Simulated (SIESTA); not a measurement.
## HfB under changes of volume

One of the cells (12.573 Å³/atom); the others are scaled copies at fixed shape and fractional positions:

```
Hf B
1.0
     0.00000    2.32530    2.32530
     2.32530    0.00000    2.32530
     2.32530    2.32530    0.00000
Hf B
1 1
Cartesian
  2.3253 2.3253 2.3253
  0.0000 0.0000 0.0000
```

```yaml
Program: SIESTA 5.4.2
Functional: PBE
Potentials_or_basis: PseudoDojo 0.4 standard (PBE files)
Basis: DZP (energy shift 0.002 Ry)
Grid_cutoff: 800 Ry
Energy_shift: 0.002 Ry
k_mesh: 10 × 10 × 10
Occupations: fermi-dirac, width 0.05 eV
Spin: no spin polarisation
```

| volume (Å³/atom) | energy over the lowest point (meV/atom) | pressure (GPa) |
| --- | --- | --- |
| 11.587 | 298.72 | 51.4 |
| 11.833 | 225.39 | 44.3 |
| 12.080 | 162.55 | 37.8 |
| 12.573 | ? | ? |
| 12.819 | 28.88 | 21.2 |
| 13.066 | 0.00 | 16.7 |

Question: What does the run at 12.573 Å³/atom give?

Answer: Energy over the lowest point 65.04 meV/atom; pressure 26.2 GPa.

Worked out: A Birch-Murnaghan fit of order 3 (a polynomial in V^(-2/3)) to the other rows has no minimum within the range. It gives 65.07 meV/atom at 12.573 Å³/atom, against the run's 65.04, and -dE/dV = 26.1 GPa, against 26.2.

Energies are extrapolated to zero smearing.

Caveats: semicore shells carry a single zeta, which can move pressures by several GPa and volumes by a few percent; the basis of atomic orbitals isn't converged, which shifts pressures, moduli and gaps.
